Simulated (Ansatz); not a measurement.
Write a Python script for the Python package of Ansatz (0.2.0) that makes a geometry optimisation of AsH4NO2Si, SMILES O[SiH]1N[As]1O. Use: PBE, def2-SVP basis, multiplicity 1.

```xyz
9

O    -0.6648    0.4051   -1.6099
Si    0.6475   -0.0711   -0.7204
N     0.1761   -1.4337    0.3215
As    0.4324    0.0332    1.5654
O    -1.4229    0.4289    1.3802
H    -0.6953    1.4534   -1.5534
H     1.9633   -0.3048   -1.3893
H     1.1106   -1.9943    0.4458
H    -1.4586    1.4372    1.5430
```

The script, `opt_ash4no2si.py`:
```python
"""Minimum-energy structure of AsH4NO2Si."""

import logging
import sys

import ansatz as az
import numpy as np

logging.basicConfig(stream=sys.stdout, format="%(levelname)s %(message)s")
log = logging.getLogger("ansatz_job")
log.setLevel(logging.INFO)

geometry_ang = [
    ("O", (-0.6648, 0.4051, -1.6099)),
    ("Si", (0.6475, -0.0711, -0.7204)),
    ("N", (0.1761, -1.4337, 0.3215)),
    ("As", (0.4324, 0.0332, 1.5654)),
    ("O", (-1.4229, 0.4289, 1.3802)),
    ("H", (-0.6953, 1.4534, -1.5534)),
    ("H", (1.9633, -0.3048, -1.3893)),
    ("H", (1.1106, -1.9943, 0.4458)),
    ("H", (-1.4586, 1.4372, 1.543)),
]
system = az.Crystal.molecule()
for symbol, xyz in geometry_ang:
    system = system.atom(symbol, xyz)

setup = (
    system.calculation()
    .basis(gaussian="def2-SVP")  # the orbital basis, by name
    .functional("pbe")
)
symbols = [site.symbol for site in system.cartesian_sites]
start = np.array([site.position_ang for site in system.cartesian_sites], dtype=float)
def progress(event):
    if event["event"] == "relax_step":
        row = event["data"]
        log.info(f"step {row['step']:3d}  E = {row['lagrangian_ev']:.6f} eV  largest force component {row['allowed_force_max_ev_ang']:.4f} eV/A")


r = setup.relax(force_tolerance=0.005).session().plan().execute(on_event=progress).report
end = np.array(r["positions_ang"])

log.info(f"E = {r['free_energy_ev']:.6f} eV = {r['free_energy_ev'] / 27.211386246:.7f} Ha")
print("converged:", r["converged"], " doubts:", r["published_state_doubts"] or "none")

log.info("final positions (A) and the move of each atom")
for symbol, xyz, old in zip(symbols, end, start):
    log.info(f"{symbol:2s} {xyz[0]:10.5f} {xyz[1]:10.5f} {xyz[2]:10.5f}   {np.linalg.norm(xyz - old):7.4f}")

charges = r["charge_distribution"]
dipole = np.array(charges["dipole_moment_e_ang"]) * 4.803205
log.info("dipole (D): {:.3f} {:.3f} {:.3f}, length {:.3f}".format(*dipole, np.linalg.norm(dipole)))
log.info("atom  Mulliken   Lowdin")
for symbol, m, l in zip(symbols, charges["mulliken_charges_e"], charges["lowdin_charges_e"]):
    log.info(f"{symbol:4s} {m:9.3f} {l:8.3f}")
```

```console
$ python opt_ash4no2si.py
INFO step   1  E = -74334.986769 eV  largest force component 3.2500 eV/A
INFO step   2  E = -74335.376047 eV  largest force component 1.4555 eV/A
INFO step   3  E = -74335.515398 eV  largest force component 0.6749 eV/A
INFO step   4  E = -74335.622212 eV  largest force component 0.4366 eV/A
INFO step   5  E = -74335.676980 eV  largest force component 0.3744 eV/A
INFO step   6  E = -74335.741377 eV  largest force component 0.4420 eV/A
INFO step   7  E = -74335.811094 eV  largest force component 0.4495 eV/A
INFO step   8  E = -74335.811455 eV  largest force component 1.9441 eV/A
INFO step   9  E = -74335.929364 eV  largest force component 0.2417 eV/A
INFO step  10  E = -74335.944913 eV  largest force component 0.4444 eV/A
INFO step  11  E = -74335.959101 eV  largest force component 0.4295 eV/A
INFO step  12  E = -74335.860053 eV  largest force component 2.4186 eV/A
INFO step  13  E = -74335.978405 eV  largest force component 0.1022 eV/A
INFO step  14  E = -74335.987073 eV  largest force component 0.7954 eV/A
INFO step  15  E = -74336.000990 eV  largest force component 0.5728 eV/A
INFO step  16  E = -74336.018449 eV  largest force component 0.1448 eV/A
INFO step  17  E = -74336.023012 eV  largest force component 0.5355 eV/A
INFO step  18  E = -74336.041392 eV  largest force component 0.7745 eV/A
INFO step  19  E = -74336.047619 eV  largest force component 0.8385 eV/A
INFO step  20  E = -74335.980256 eV  largest force component 1.8589 eV/A
INFO step  21  E = -74336.075784 eV  largest force component 0.1786 eV/A
INFO step  22  E = -74336.084221 eV  largest force component 0.0552 eV/A
INFO step  23  E = -74336.081320 eV  largest force component 0.3251 eV/A
INFO step  24  E = -74336.085613 eV  largest force component 0.0501 eV/A
INFO step  25  E = -74336.085796 eV  largest force component 0.0337 eV/A
INFO step  26  E = -74336.086036 eV  largest force component 0.0756 eV/A
INFO step  27  E = -74336.086165 eV  largest force component 0.0261 eV/A
INFO step  28  E = -74336.086190 eV  largest force component 0.0040 eV/A
INFO E = -74336.086224 eV = -2731.8007819 Ha
converged: True  doubts: none
INFO final positions (A) and the move of each atom
INFO O    -0.33004    0.59758   -1.69321    0.3950
INFO Si    0.91217   -0.04079   -0.77856    0.2727
INFO N     0.63074   -1.27568    0.39047    0.4862
INFO As    0.55601    0.29533    1.50671    0.2957
INFO O    -1.11775    1.02136    1.02619    0.7546
INFO H    -1.01896    0.88710   -1.04588    0.8265
INFO H     2.13497   -0.12671   -1.62516    0.3418
INFO H     0.10351   -2.14544    0.51645    1.0208
INFO H    -1.78235    0.74115    1.68588    0.7808
INFO dipole (D): -0.900 -1.244 1.602, length 2.219
INFO atom  Mulliken   Lowdin
INFO O       -0.341    0.063
INFO Si       0.449    0.058
INFO N       -0.423   -0.075
INFO As       0.291    0.125
INFO O       -0.432   -0.044
INFO H        0.192   -0.036
INFO H       -0.045   -0.063
INFO H        0.132    0.006
INFO H        0.177   -0.033
```

Total energies depend on the basis set; only differences at equal settings carry meaning. The end point is the stationary point reached from this start; no frequency run checks that it is a minimum, and the basis set is modest. The Löwdin charges here are taken after orthogonalising the functions within each atom; they differ from plain Löwdin charges, and their signs can be unphysical. Wall time of the script: 2.1 min on 1 thread of Arm Neoverse V1, with other jobs on the host, peak memory 0.23 GiB.
